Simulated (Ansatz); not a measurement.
# H3Sn: the cost of one run

The runs use Ansatz 0.2.0, Gaussian basis; def2-QZVPP, all electrons in the functionals, frozen cores in the correlation of double hybrids and RPA.

The runs, in order: PBE, BLYP, r2SCAN, B97M-V, PBE0, B3LYP, wB97M-V, B2PLYP, at charge 0, doublet; charge 0, quartet; charge 1, singlet; charge 1, triplet.

8 further runs of the same task are left out: 8 set aside as unsound or not needed.

## Step 1: The system

The geometry is a PBE0/def2-TZVP stationary point (not a proven minimum). No spin-orbit coupling is included. Elements past krypton take def2 core potentials.

4 atoms, charge 0, spin multiplicity 2.

Atoms are counted from 1 here; the program's logs count them from 0.

Bond lengths: Sn1–H2 1.715 Å, Sn1–H3 1.715 Å, Sn1–H4 1.715 Å. Angles: H2–Sn1–H3 109.7°, H2–Sn1–H4 109.7°, H3–Sn1–H4 109.7°.

No dispersion term is added; B97M-V, wB97M-V hold VV10 nonlocal correlation. B3LYP takes the VWN-RPA correlation.

The geometry shown and the zero of energy belong to the point charge 0, doublet. The yardstick, RCCSD(T), and other wave-function levels (R restricted, U unrestricted, valence and pair active spaces) come from earlier runs.

## Step 2: PBE, charge 0, doublet

in.yaml

```yaml
crystal:
  periodic: [false, false, false]
  atoms:
    - {symbol: Sn, position_ang: [0.000046, 0.000005, -0.014048]}
    - {symbol: H, position_ang: [1.617032, 0.013522, 0.556831]}
    - {symbol: H, position_ang: [-0.823095, 1.394937, 0.549273]}
    - {symbol: H, position_ang: [-0.799363, -1.408992, 0.548448]}
basis:
  gaussian: {orbitals: "def2-QZVPP.json"}
magnetization: {spin_polarized: true, initial_magnetization: 1}
hamiltonian: {xc: {name: PBE}}
output: {orbitals: {seedname: orbitals}}
```

Started as:

```sh
$ ansatz run in.yaml --threads 1 --pin off --events-out ev --progress --plain --max-ram 2393MiB
```

**Question.** How long does this run take on 1 thread of Arm Neoverse V2, shared host?

About 3.6 s.
